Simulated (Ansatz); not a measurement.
# C₄H₆Si: one species, many methods

One table from this session's results is given with a row withheld; the runs are named, their logs left out.

Method: functionals in def2-TZVPP, the program's frozen cores in correlated methods; program: Ansatz 0.2.0, Gaussian basis.

Levels to be run: PBE-D4, r2SCAN-D4, PBE0-D4, B3LYP-D4, ωB97X-V, ωB97M-V, B2PLYP; CCSD(T)/def2-TZVPP; MP2/def2-QZVPP; extrapolation to the limit.

### The geometry

An earlier PBE0-D4 in a triple-zeta def2 set relaxation fixed the geometry.

SMILES `C=C1C=C[SiH2]1`, 11 atoms, charge 0, spin multiplicity 1.

Atoms are counted from 1 here; the program's logs count them from 0.

Bond lengths: C1–C2 1.329 Å, C1–H6 1.087 Å, C1–H7 1.084 Å, C2–C3 1.472 Å, C2–Si5 1.883 Å, C3–C4 1.352 Å, C3–H8 1.091 Å, C4–Si5 1.862 Å, C4–H9 1.082 Å, Si5–H10 1.489 Å, Si5–H11 1.489 Å. Angles: C2–C1–H6 121.6°, C2–C1–H7 121.8°, H6–C1–H7 116.6°, C1–C2–C3 130.0°, C1–C2–Si5 143.1°, C3–C2–Si5 86.8°, C2–C3–C4 107.2°, C2–C3–H8 125.1°, C4–C3–H8 127.7°, C3–C4–Si5 91.2°, C3–C4–H9 126.7°, Si5–C4–H9 142.0°, C2–Si5–C4 74.8°, C2–Si5–H10 117.8°, C2–Si5–H11 117.7°, C4–Si5–H10 118.0°, C4–Si5–H11 118.0°, H10–Si5–H11 108.0°.

The first run:

Contents of in.yaml:

```yaml
crystal:
  periodic: [false, false, false]
  atoms:
    - {symbol: C, position_ang: [1.779478, 0.227842, 0.768793]}
    - {symbol: C, position_ang: [0.568406, 0.068634, 0.245940]}
    - {symbol: C, position_ang: [-0.707145, -0.269098, 0.897725]}
    - {symbol: C, position_ang: [-1.650264, -0.314479, -0.070376]}
    - {symbol: Si, position_ang: [-0.391212, 0.112838, -1.373639]}
    - {symbol: H, position_ang: [1.959126, 0.111320, 1.834900]}
    - {symbol: H, position_ang: [2.637573, 0.479748, 0.156047]}
    - {symbol: H, position_ang: [-0.839067, -0.445093, 1.966394]}
    - {symbol: H, position_ang: [-2.700925, -0.535482, 0.059792]}
    - {symbol: H, position_ang: [-0.069372, -0.917534, -2.398785]}
    - {symbol: H, position_ang: [-0.521096, 1.424301, -2.065989]}
basis:
  gaussian: {orbitals: def2-TZVPP}
hamiltonian: {xc: pbe, dispersion: d4}
output: {forces: true, orbitals: {seedname: orbitals}}
```

Run with:

```console
> ansatz run in.yaml --threads 4 --pin off --events-out ev --progress --plain --max-ram 10444MiB
```

Among the steps run: PBE-D4 (GGA); r2SCAN-D4 (meta-GGA); PBE0-D4 (hybrid); B3LYP-D4 (hybrid); ωB97X-V (range-separated); ωB97M-V (range-separated); B2PLYP (double hybrid); CCSD(T) in def2-TZVPP; MP2 in def2-QZVPP.

One of the session's tables, all rows but one given; the rest of the session is left out.

It belongs to the step «Atomisation energies». 

```
            method  atomisation energy (kJ/mol)
            PBE-D4                       4639.8
         r2SCAN-D4                       4543.1
           PBE0-D4                       4566.2
          B3LYP-D4                       4525.6
           ωB97X-V                       4526.9
           ωB97M-V                            ?
            B2PLYP                       4481.2
     HF/def2-TZVPP                       3359.4
    MP2/def2-TZVPP                       4485.0
   CCSD/def2-TZVPP                       4330.0
CCSD(T)/def2-TZVPP                       4405.9
           MP2/CBS                       4594.3
       CCSD(T)/CBS                       4515.3
```

Q: Estimate the row for ωB97M-V from the others.

As computed: atomisation energy (kJ/mol): 4532.8. In the column «atomisation energy (kJ/mol)» it lies between ωB97X-V (4526.9) and r2SCAN-D4 (4543.1).
